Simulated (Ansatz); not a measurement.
The system is Hf2Cd.

```
Hf Cd
1.0
    -1.53125    1.53125    6.88326
     1.53125   -1.53125    6.88326
     1.53125    1.53125   -6.88326
Hf Cd
2 1
Direct
  0.32796 0.32796 0.00000
  0.67204 0.67204 0.00000
  0.00000 0.00000 0.00000
```

The cell comes from a database or a generator and needn't be the stable form of this composition.

- Program: Ansatz 0.2.0
- Task: relaxation of cell and atoms
- Functional: PBE
- Potentials or basis: Ansatz PAW
- Cutoff: 420 eV (not typed: the program's choice for these potentials)
- k mesh: 12 × 12 × 12
- Occupations: fermi-dirac, width 0.05 eV
- Spin: no spin polarisation

At the start: volume 21.52 Å³/atom.

**Question.** Where does the relaxation end?

**Answer.** It ends after 4 steps and the volume is 22.02 Å³/atom (+2.3 %); space group I4/mmm (No. 139, to 0.05 Å).

The path:
| step | energy change (eV) | largest force (eV/Å) | volume (Å³) |
| --- | --- | --- | --- |
| 1 | 0.0000 | 0.0264 | 64.56 |
| 2 | -0.0092 | 0.0072 | 66.11 |
| 3 | -0.0093 | 0.0032 | 66.06 |
| 4 | -0.0097 | 0.0033 | 66.06 |

Final structure:
```yaml
crystal:
  lattice:
    - [-1.54275, 1.54275, 6.93928]
    - [1.54275, -1.54275, 6.93928]
    - [1.54275, 1.54275, -6.93928]
  atoms:
    - { symbol: Hf, position: [0.32745, 0.32745, 0.00000] }
    - { symbol: Hf, position: [0.67255, 0.67255, 0.00000] }
    - { symbol: Cd, position: [0.00000, 0.00000, 0.00000] }
```

Caveat: the plane-wave basis is chosen anew once the cell has moved, so the energies of steps on either side of that aren't comparable.
